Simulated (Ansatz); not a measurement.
# B3LYP/6-31G(d) (Cartesian functions) run of SiCl2 (SMILES Cl[Si]Cl)

Aim: the electronic atomisation energy of SiCl2 at B3LYP/6-31G* (Cartesian functions), from 3 runs. 

The calculation is run with Ansatz 0.2.0.

37 further runs of the same task are left out: 1 that didn't finish, 36 set aside as unsound or not needed.

### 1 The system as given

SiCl2: 3 atoms, total charge 0, spin state singlet. SMILES: `Cl[Si]Cl`. The shape is that of a PBE0-D4/def2-TZVP optimisation.

Bond lengths: Cl1–Si2 2.077 Å, Si2–Cl3 2.077 Å. Angles: Cl1–Si2–Cl3 101.3°.

### 2 The energy at B3LYP/6-31G(d) (Cartesian functions)

job.yaml reads:

```yaml
crystal:
  periodic: [false, false, false]
  atoms:
    - {symbol: Cl, position_ang: [0.293800, 1.603800, 0.338000]}
    - {symbol: Si, position_ang: [-0.770100, -0.010400, -0.422000]}
    - {symbol: Cl, position_ang: [0.476300, -1.593400, 0.084000]}
basis:
  gaussian:
    orbitals: "6-31G*"
hamiltonian:
  xc: {name: B3LYP}
accuracy: high
output:
  orbitals: {seedname: orbitals}
```

The run is started by

```console
$ ansatz run job.yaml --threads 1 --pin off --max-ram 3480MiB --events-out events.jsonl --progress --plain --runs-dir runs
```

Output:

```text
Warning: RAYON_NUM_THREADS=1 ignored (pool sized by the plan → 1); use --threads N
Functional definition: B3LYP
  name "B3LYP"
  parameter a0 = 0.2
  parameter ax = 0.72
  parameter ac = 0.81
  exchange = (1 - a0 - ax)*slater_x + ax*b88_x + a0*exact_x
  correlation = (1 - ac)*vwn_rpa_c + ac*lyp_c
1063 factors; integrals over basis functions are off by at most 3.3e-9 eV
mean field evaluation 1: about -32923.6340 eV, gradient 1.6e1 eV
mean field evaluation 2: about -32922.9502 eV, gradient 2.2e1 eV
mean field evaluation 4: about -32924.3769 eV, gradient 4.1e-1 eV
mean field evaluation 8: about -32924.4094 eV, gradient 1.6e-2 eV
mean field evaluation 16: about -32924.4094 eV, gradient 2.2e-6 eV
mean field -32924.40944980 eV, -1209.9497303139 hartree, gradient 1.6e-8 eV, S^2 0.000000; 0 other end points of the search recorded, 0 dependent functions left out
reference -32924.40948024 eV, -1209.9497314325 hartree; 24, 24 occupied and 33, 33 virtual orbitals, 1063 factors
Total energy: -32924.40948024 eV, -1209.9497314325 hartree
```

Wall time 3.9 s (1 thread of Arm Neoverse V1, shared host); peak memory 0.15 GiB.

### 3 The Cl atom at the same level

molecule.yaml reads:

```yaml
crystal:
  periodic: [false, false, false]
  atoms:
    - symbol: Cl
      position_ang: [0.000000, 0.000000, 0.000000]
basis:
  gaussian:
    orbitals: "6-31G*"
magnetization:
  spin_polarized: true
  initial_magnetization: 1
accuracy: high
hamiltonian:
  xc: {name: B3LYP}
```

Run the same way, it converges to -460.13624 Eh (log not shown).

### 4 The Si atom, same level

molecule.yaml reads:

```yaml
crystal:
  periodic: [false, false, false]
  atoms:
    - {symbol: Si, position_ang: [0.000000, 0.000000, 0.000000]}
basis:
  gaussian:
    orbitals: "6-31G*"
total_charge: 0
magnetization:
  spin_polarized: true
  initial_magnetization: 2
hamiltonian:
  xc: {name: B3LYP}
accuracy: high
```

Run the same way, it converges to -289.37173 Eh (log not shown).

### 5 Outcome

Level: B3LYP/6-31G* (Cartesian functions).

| quantity | value |
| --- | --- |
| molecule: total energy | -1209.94973 Eh |
| molecule: HOMO energy | -7.62 eV |
| molecule: LUMO energy | -3.13 eV |
| molecule: HOMO–LUMO gap | 4.50 eV |
| Cl atom: total energy | -460.13624 Eh |
| Cl atom: ⟨S²⟩ | 0.752 |
| Si atom: total energy | -289.37173 Eh |
| Si atom: ⟨S²⟩ | 2.002 |
| electronic atomisation energy | 8.313 eV |

Taking the molecule apart into free atoms costs 8.31 eV (802 kJ/mol), before zero-point energy and without spin-orbit coupling.
